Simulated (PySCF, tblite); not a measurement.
**C₆H₆N radical: geometry, infrared bands and EPR parameters**

Aim: predict the infrared bands and EPR parameters of C₆H₆N radical (`Nc1cc[c]cc1`).

Computed with tblite 0.8.0 and PySCF 2.14.0, with density-fitted response routines of our own, on a single molecule in the gas phase. Atoms count from 0, in the outputs and in this text.

## 1. The starting structure

13 atoms, charge 0, multiplicity 2; geometry from: force field or distance geometry start.

Bonds of the start (Å): N0–C1 1.40, C1–C2 1.38, C2–C3 1.41, C3–C4 1.40, C4–C5 1.38, C5–C6 1.40, C6–C1 1.40, N0–H7 1.01, N0–H8 1.01, C2–H9 1.08, C3–H10 1.08, C5–H11 1.09, C6–H12 1.09.

## 2. Relaxing the molecule with GFN2-xTB

The job: settings as JSON, then the geometry in Å.

```
{"job": {"kind": "relax", "xc": "GFN2-xTB", "basis": "xTB"}, "charge": 0, "multiplicity": 2}
N      2.062700    -0.211100     0.155600
C      0.678200    -0.072900     0.028200
C      0.137000     1.014900    -0.623700
C     -1.259200     1.175700    -0.730100
C     -2.103000     0.224800    -0.133700
C     -1.565800    -0.861800     0.533900
C     -0.173500    -1.005300     0.625800
H      2.678200     0.437300    -0.317100
H      2.459000    -1.034000     0.587000
H      0.767300     1.766600    -1.075000
H     -1.686200     2.018400    -1.245000
H     -2.225000    -1.593700     0.996900
H      0.226000    -1.858300     1.179600
```

The run is started by

```console
> OMP_NUM_THREADS=1 python probes_run.py task.json out
```

The driver reads the jobs from task.json and runs them one after another.

**Question.** This job is followed by: GFN2-xTB harmonic vibrations, gas phase; UKS B3LYP, pcH-1 on C H N, non-relativistic, mean-field spin-orbit, GIAO. What will the session give for the following? strongest single infrared mode (GFN2-xTB); zero-point energy (GFN2-xTB); g(iso) (B3LYP); ⟨S²⟩; largest a(iso) (averaged by class); potential on the surface of density 0.002 e/bohr³, 1st and 99th percentile.

**Answer**, as computed:

```
                                                                  quantity                 value
                                 strongest single infrared mode (GFN2-xTB)  578 cm⁻¹, 291 km/mol
                                              zero-point energy (GFN2-xTB)         63.0 kcal/mol
                                                            g(iso) (B3LYP)               2.00225
                                                                      ⟨S²⟩    0.757 (exact 0.75)
                                        largest a(iso) (averaged by class)  13C on C4, 410.6 MHz
potential on the surface of density 0.002 e/bohr³, 1st and 99th percentile    -1.16 V and 1.88 V
```

Over 35 steps the energy fell by 0.141 eV; of the close pairs, C3–C4 changed most, 1.404 to 1.364 Å. All 33 modes are real, so the xTB geometry is a minimum. The strongest single mode, at 578 cm⁻¹, is carried by H8, H7, N0. GFN2-xTB is a fitted tight-binding method: band positions and strengths are rough. Its intensities can rank the bands wrongly. C4 carries the largest spin population, 1.01 e. The isotropic g lies 0.1 ppt below the free-electron value. The conformer search found further structures of the same energy, which may be mirror or relabelled copies of this one.
